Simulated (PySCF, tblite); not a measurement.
# C₆H₁₁FOSi: geometry, infrared bands and NMR shifts

What infrared bands and NMR shifts should C₆H₁₁FOSi (`C[C@@H]1CC[C@@]1([SiH3])C(=O)F`) show?

Programs: tblite 0.8.0 and PySCF 2.14.0, with density-fitted response routines of our own. Each step states its level of theory. These are calculated values for one molecule in the gas phase, unless marked as measured. Atoms count from 0, in the outputs and in this text.

### 1 Starting geometry

20 atoms, charge 0, multiplicity 1; geometry from: force field or distance geometry start.

Bonds of the start (Å): C0–C1 1.48, C1–C2 1.52, C2–C3 1.53, C3–C4 1.51, C4–Si5 1.87, C4–C6 1.47, C6–O7 1.24, C6–F8 1.37, C4–C1 1.50, C0–H9 1.11, C0–H10 1.12, C0–H11 1.10, C1–H12 1.14, C2–H13 1.10, C2–H14 1.11, C3–H15 1.10, C3–H16 1.12, Si5–H17 1.47, Si5–H18 1.47, Si5–H19 1.48.

### 2 Relaxing the molecule with GFN2-xTB

The job: settings as JSON, then the geometry in Å.

```
{"job": {"kind": "relax", "xc": "GFN2-xTB", "basis": "xTB"}, "charge": 0, "multiplicity": 1}
C      1.552000     1.293900    -0.117400
C      0.975300     0.014900     0.361900
C      0.974300    -1.119600    -0.644700
C     -0.291600    -1.591200     0.063700
C     -0.517600    -0.135900     0.406100
Si    -1.445500     0.661800    -1.004300
C     -1.182500     0.105900     1.696600
O     -1.852700    -0.761700     2.275500
F     -1.020900     1.342200     2.270100
H      1.173800     1.577900    -1.116500
H      1.415600     2.134000     0.612500
H      2.638100     1.150100    -0.203700
H      1.405700    -0.402400     1.335100
H      1.830100    -1.810200    -0.571700
H      0.723100    -0.736300    -1.651400
H     -1.060100    -2.044600    -0.580200
H     -0.009900    -2.185500     0.973700
H     -0.905400     0.289300    -2.318200
H     -1.591000     2.119600    -0.854700
H     -2.816100     0.108500    -0.935700
```

Launch:

```sh
$ OMP_NUM_THREADS=1 python probes_run.py task.json out
```

One launch serves the whole session: the jobs run in the order shown.

**Question.** This job is followed by: GFN2-xTB harmonic vibrations, gas phase; GIAO PBE0/pcSseg-1 NMR shielding, non-relativistic, gas phase. What will the session give for the following? strongest single infrared mode (GFN2-xTB); zero-point energy (GFN2-xTB); ¹³C shifts against TMS (PBE0/pcSseg-1); ¹H shifts against TMS (PBE0/pcSseg-1, means over atoms taken as alike); ²⁹Si shifts against TMS (PBE0/pcSseg-1); ¹⁷O shifts against H2O (PBE0/pcSseg-1); ¹⁹F shifts against CFCl3 (PBE0/pcSseg-1); surface potential, 1st and 99th percentile.

As calculated:

```
                                                              quantity                                         value
                             strongest single infrared mode (GFN2-xTB)                         1838 cm⁻¹, 583 km/mol
                                          zero-point energy (GFN2-xTB)                                 95.8 kcal/mol
                                ¹³C shifts against TMS (PBE0/pcSseg-1)       177.4, 37.8, 36.5, 27.4, 25.1, 21.4 ppm
¹H shifts against TMS (PBE0/pcSseg-1, means over atoms taken as alike)  4.10, 2.89, 2.63, 2.13, 2.00, 1.67, 1.34 ppm
                               ²⁹Si shifts against TMS (PBE0/pcSseg-1)                                     -60.1 ppm
                                ¹⁷O shifts against H2O (PBE0/pcSseg-1)                                     440.5 ppm
                              ¹⁹F shifts against CFCl3 (PBE0/pcSseg-1)                                      39.4 ppm
                                 surface potential, 1st and 99th percentile                            -1.49 V and 1.18 V
```

The optimisation took 68 steps and gained 0.794 eV; among the close pairs (by a distance rule), C4–Si5 changed most, from 1.867 to 1.924 Å. All 54 modes are real, so the xTB geometry is a minimum. The strongest single mode, at 1838 cm⁻¹, moves mainly C6 and O7. GFN2-xTB is a fitted tight-binding method: band positions and strengths are rough. Its intensities can rank the bands wrongly. At PBE0/pcSseg-1: The largest span, 613 ppm, is at O7, where the paramagnetic term is -505 ppm. At PBE0/pcSseg-1, counted by nearest atom on the grid, the HOMO lies on O7 36 %; C4 18 %, the LUMO on C6 37 %; O7 23 %.
